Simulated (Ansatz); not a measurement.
I need a few random alloy cells with their mixing energies of Cd-Re random alloys. Use the Python package of Ansatz (0.2.0). Settings (first run): r2SCAN, PAW, cutoff 620 eV, Gaussian smearing of 0.1 eV.

The script, `cd.py`:
```python
# -*- coding: utf-8 -*-
from collections import Counter
import warnings

import ansatz as az
import numpy as np


def fcc(a_site, a):
    return (
        az.Lattice.fcc(a)
        .space_group(225)
        .atom(a_site, (0, 0, 0))
        .primitive()
    )

A_FIRST, A_LAST = 4.42, 3.89


def run_phase(name, crystal):
    calc = (
        crystal.calculation()
        .functional(az.Functional.R2SCAN)
        .mixing("msr1", preconditioner="resta")
        .eigensolver("davidson")
        .scf(tolerance=1e-06, max_iterations=150, lower_state_search="standard")
        .basis(620)
        .kpoints(spacing=0.3)
        .occupations("gaussian", width=0.1)
        .band_table()
    )
    calc = calc.relax(force_tolerance=0.02, max_steps=60, cell=True)
    return calc.run()


def volume_per_atom(outcome):
    return abs(np.linalg.det(outcome.lattice.cell_ang)) / len(outcome.lattice.sites)


def counts(outcome):
    return Counter(site.symbol for site in outcome.lattice.sites)

warnings.simplefilter("ignore", az.DeckWarning)

phases = {"Cd": fcc("Cd", A_FIRST), "Re": fcc("Re", A_LAST)}
for k in [3]:
    a = A_FIRST + (A_LAST - A_FIRST) * k / 8
    supercell = fcc("Cd", a).supercell(2).resolved()
    for seed in [11]:
        drawn = supercell.site_disorder().occupy("Cd", Cd=8 - k, Re=k).random(seed=seed)
        phases[f"Cd{8 - k}Re{k} seed {seed}"] = drawn.crystal

done = {name: run_phase(name, crystal) for name, crystal in phases.items()}

# x is the share of the second element on the mixed sites; both end members stand on this same lattice
x = {name: counts(o)["Re"] / (counts(o)["Cd"] + counts(o)["Re"]) for name, o in done.items()}
first, last = min(x, key=x.get), max(x, key=x.get)
energy = {name: o.report["energy_sigma0_ev"] / len(o.lattice.sites) for name, o in done.items()}
volume = {name: volume_per_atom(o) for name, o in done.items()}
rows = []
for name in sorted(done, key=x.get):
    line = lambda table: (1 - x[name]) * table[first] + x[name] * table[last]
    rows.append((name, x[name], 1000 * (energy[name] - line(energy)), volume[name], 100 * (volume[name] / line(volume) - 1)))
print("| cell | x(Re) | E_mix (meV/atom) | V (A^3/atom) | excess V (%) |")
print("| --- | --- | --- | --- | --- |")
for row in rows:
    print(f"| {row[0]} | {row[1]:.3f} | {row[2]:+.1f} | {row[3]:.3f} | {row[4]:+.2f} |")
```

```console
$ python cd.py
--- The result so far, ahead of a search for a lower minimum behind the relaxation; the run's own can be another ---
--- Relaxed structure (2 steps of the walk, 2 accepted, 1 SCFs on fresh bases) ---
  F+E_penalty+E_count = -8268.15159336 eV   max|allowed force component| = 0.000e0 eV/Å   (the final SCF, on the basis selected at the relaxed cell)
to start a new deck from the relaxed geometry:
  # the rows under cell: are crystal.lattice (Å); those under atoms: are crystal.atoms (fractional)
  # these rows hold no starting moments: give each atom its spin and spin_axis again (relax.cell in the manual, under Limitations, says where they stand)
  # drop crystal.checkpoint, crystal.saddle_side [...]
  # these rows already include their effect, but for a slab's crystal.periodic that crystal.checkpoint laid: type that, and under magnetization.per_species the moments by species that it laid
  # where hamiltonian.xc.exx.coeff was left to the run, type the fraction that it took
  # where crystal.lattice changes, lay crystal.conventional_axes and each constraint's lattice_plane and lattice_line anew on its vectors; on these sites an outside_sphere can name other atoms (type this run's as sites)
  # the words of relax.cell.fix then name these vectors, unless crystal.conventional_axes gives the axes of a cell which the run reduced
  # or, where this run's checkpoint.write kept a state, name that directory under crystal.checkpoint in the place of these rows (where a search for an adjacent minimum keeps one, it gives that one: for these rows its steps/00-relax/state), with the other keys dropped all the same: its cell and atoms come with the starting moments that the new deck's spin treatment reads
  # drop the old deck's checkpoint.read (its saved state can only seed a run with the same cell) and give checkpoint.write a new directory
  cell:  # Å, volume = 21.8055 Å³
    - [2.736458255957676e-16, 2.2174081033329993, 2.2174081033329993]
    - [2.2174081033329993, 1.3650969494714472e-16, 2.2174081033329993]
    - [2.2174081033329993, 2.2174081033329993, 1.60066745030305e-18]
  atoms:
    - { symbol: Cd, position: [0.0, 0.0, 0.0] }
--- The result so far, ahead of a search for a lower minimum behind the relaxation; the run's own can be another ---
--- Relaxed structure (3 steps of the walk, 2 accepted, 1 SCFs on fresh bases) ---
  F+E_penalty+E_count = -10880.76457340 eV   max|allowed force component| = 0.000e0 eV/Å   (the final SCF, on the basis selected at the relaxed cell)
to start a new deck from the relaxed geometry:
  # the rows under cell: are crystal.lattice (Å); those under atoms: are crystal.atoms (fractional)
  # these rows hold no starting moments: give each atom its spin and spin_axis again (relax.cell in the manual, under Limitations, says where they stand)
  # drop crystal.checkpoint, crystal.saddle_side [...]
  # these rows already include their effect, but for a slab's crystal.periodic that crystal.checkpoint laid: type that, and under magnetization.per_species the moments by species that it laid
  # where hamiltonian.xc.exx.coeff was left to the run, type the fraction that it took
  # where crystal.lattice changes, lay crystal.conventional_axes and each constraint's lattice_plane and lattice_line anew on its vectors; on these sites an outside_sphere can name other atoms (type this run's as sites)
  # the words of relax.cell.fix then name these vectors, unless crystal.conventional_axes gives the axes of a cell which the run reduced
  # or, where this run's checkpoint.write kept a state, name that directory under crystal.checkpoint in the place of these rows (where a search for an adjacent minimum keeps one, it gives that one: for these rows its steps/00-relax/state), with the other keys dropped all the same: its cell and atoms come with the starting moments that the new deck's spin treatment reads
  # drop the old deck's checkpoint.read (its saved state can only seed a run with the same cell) and give checkpoint.write a new directory
  cell:  # Å, volume = 14.7400 Å³
    - [2.382698322416738e-16, 1.9460580659618725, 1.9460580659618723]
    - [1.9460580659618725, 1.19263941073887e-16, 1.9460580659618723]
    - [1.9460580659618725, 1.9460580659618723, 6.967227608236061e-20]
  atoms:
    - { symbol: Re, position: [0.0, 0.0, 0.0] }
--- The result so far, ahead of a search for a lower minimum behind the relaxation; the run's own can be another ---
--- Relaxed structure (5 steps of the walk, 5 accepted, 1 SCFs on fresh bases) ---
  F+E_penalty+E_count = -73977.73455906 eV   max|allowed force component| = 3.059e-28 eV/Å   (the final SCF, on the basis selected at the relaxed cell)
to start a new deck from the relaxed geometry:
  # the rows under cell: are crystal.lattice (Å); those under atoms: are crystal.atoms (fractional)
  # these rows hold no starting moments: give each atom its spin and spin_axis again (relax.cell in the manual, under Limitations, says where they stand)
  # drop crystal.checkpoint, crystal.saddle_side [...]
  # these rows already include their effect, but for a slab's crystal.periodic that crystal.checkpoint laid: type that, and under magnetization.per_species the moments by species that it laid
  # where hamiltonian.xc.exx.coeff was left to the run, type the fraction that it took
  # where crystal.lattice changes, lay crystal.conventional_axes and each constraint's lattice_plane and lattice_line anew on its vectors; on these sites an outside_sphere can name other atoms (type this run's as sites)
  # the words of relax.cell.fix then name these vectors, unless crystal.conventional_axes gives the axes of a cell which the run reduced
  # or, where this run's checkpoint.write kept a state, name that directory under crystal.checkpoint in the place of these rows (where a search for an adjacent minimum keeps one, it gives that one: for these rows its steps/00-relax/state), with the other keys dropped all the same: its cell and atoms come with the starting moments that the new deck's spin treatment reads
  # drop the old deck's checkpoint.read (its saved state can only seed a run with the same cell) and give checkpoint.write a new directory
  cell:  # Å, volume = 139.5229 Å³
    - [4.578134870446995e-16, 3.9389626320841593, 3.9389626320841593]
    - [4.496264376300985, 2.1804625082511325e-16, 3.9389626320841593]
    - [4.496264376300985, 3.9389626320841593, -2.462291425222742e-17]
  atoms:
    - { symbol: Cd, position: [-2.75418639677175e-34, -3.4329865222237875e-35, 5.157945291956348e-34] }
    - { symbol: Cd, position: [2.6192796493807242e-17, -2.931835473745058e-17, 0.4999999999999999] }
    - { symbol: Cd, position: [2.7755575615628914e-17, 0.4999999999999999, -2.7755575615628914e-17] }
    - { symbol: Re, position: [5.551115123125783e-17, 0.4999999999999999, 0.4999999999999999] }
    - { symbol: Re, position: [0.5, -2.7755575615628914e-17, -2.7755575615628914e-17] }
    - { symbol: Cd, position: [0.49999999999999994, 0.0, 0.5] }
    - { symbol: Cd, position: [0.49999999999999994, 0.49999999999999994, 0.0] }
    - { symbol: Re, position: [0.4999999999999999, 0.5, 0.5] }
| cell | x(Re) | E_mix (meV/atom) | V (A^3/atom) | excess V (%) |
| --- | --- | --- | --- | --- |
| Cd | 0.000 | +0.0 | 21.806 | +0.00 |
| Cd5Re3 seed 11 | 0.375 | +665.0 | 17.440 | -8.96 |
| Re | 1.000 | +0.0 | 14.740 | +0.00 |
```

Reading the output:
- The settings weren't tested for convergence.
- The program warned that this SCF threshold is loose for forces or stresses.
- Spin-orbit coupling, which matters for elements this heavy, is left out.
- Cells of eight mixed sites are far from the random limit, and both end members stand on the same lattice, which need not be their own. Differences under about 40 meV an atom lie within the error of mesh and functional.
- The cells are prototypes set up for this calculation and needn't exist.
- The script silences the warnings on its input, which a real study should read.
- Run time: 3.1 min on 1 thread of Intel(R) Xeon(R) 6975P-C (Granite Rapids), with other jobs on the host, peak memory 1.3 GiB.

(A comment or docstring line of the script was reworded after the run, the code is as it ran; lines on the test bed's own set-up are left out of the output.)
